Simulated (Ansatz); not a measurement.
# CH₄S₂Si: how energies converge with the basis set

Aim: see how fast density functionals converge with the basis set for CH₄S₂Si.

The runs use Ansatz 0.2.0, Gaussian basis; one geometry, several basis sets.

The runs, in order: PBE0-D4/def2-SVP; ωB97M-V/def2-SVP; PBE0-D4/def2-QZVPP; ωB97M-V/def2-QZVPP; the functionals' def2-TZVPP values are taken from earlier runs.

### 1 Structure used throughout

All runs share one geometry, relaxed beforehand with PBE0-D4 in a triple-zeta def2 set.

SMILES `C1[SiH2]SS1`, 8 atoms, charge 0, spin multiplicity 1.

Atoms are counted from 1 here; the program's logs count them from 0.

Bond lengths: C1–Si2 1.875 Å, C1–S4 1.829 Å, C1–H5 1.090 Å, C1–H6 1.091 Å, Si2–S3 2.141 Å, Si2–H7 1.486 Å, Si2–H8 1.485 Å, S3–S4 2.118 Å. Angles: Si2–C1–S4 91.6°, Si2–C1–H5 116.7°, Si2–C1–H6 115.1°, S4–C1–H5 110.5°, S4–C1–H6 110.7°, H5–C1–H6 110.7°, C1–Si2–S3 89.4°, C1–Si2–H7 118.9°, C1–Si2–H8 110.6°, S3–Si2–H7 114.0°, S3–Si2–H8 112.7°, H7–Si2–H8 109.9°, Si2–S3–S4 77.1°, C1–S4–S3 91.4°.

### 2 PBE0-D4 in def2-SVP

The input, in.yaml:

```yaml
crystal:
  periodic: [false, false, false]
  atoms:
    - {symbol: C, position_ang: [-0.513568, 0.770941, -0.338988]}
    - {symbol: Si, position_ang: [0.283573, -0.571450, 0.699506]}
    - {symbol: S, position_ang: [1.684464, -0.929757, -0.879208]}
    - {symbol: S, position_ang: [0.062144, -0.013836, -1.887464]}
    - {symbol: H, position_ang: [-1.602032, 0.823689, -0.319383]}
    - {symbol: H, position_ang: [-0.077891, 1.764774, -0.224590]}
    - {symbol: H, position_ang: [0.911988, -0.198744, 1.993967]}
    - {symbol: H, position_ang: [-0.656577, -1.702716, 0.900460]}
basis:
  gaussian: {orbitals: def2-SVP}
hamiltonian: {xc: pbe0, dispersion: d4}
output: {orbitals: {seedname: orbitals}}
```

On the command line:

```bash
$ ansatz run in.yaml --threads 2 --pin off --events-out ev --progress --plain --max-ram 4352MiB
```

The runs that follow: ωB97M-V in def2-SVP; PBE0-D4 in def2-QZVPP; ωB97M-V in def2-QZVPP.

**Question.** What will the summary of the whole plan be? Wanted: PBE0-D4: double and triple zeta above quadruple; ωB97M-V: double and triple zeta above quadruple.

As calculated:

```
                                       quantity           value
PBE0-D4: double and triple zeta above quadruple  12.75, 0.99 eV
ωB97M-V: double and triple zeta above quadruple  12.70, 0.93 eV
```

**Reading.** PBE0-D4 gains 11.76 eV from double to triple zeta, then 0.99 eV more. Total energies overstate the basis error of differences, where much of it tends to cancel. The LUMO of ωB97M-V is positive and keeps falling with the basis (0.89 to 0.31 eV): an unbound level that the basis holds in place.
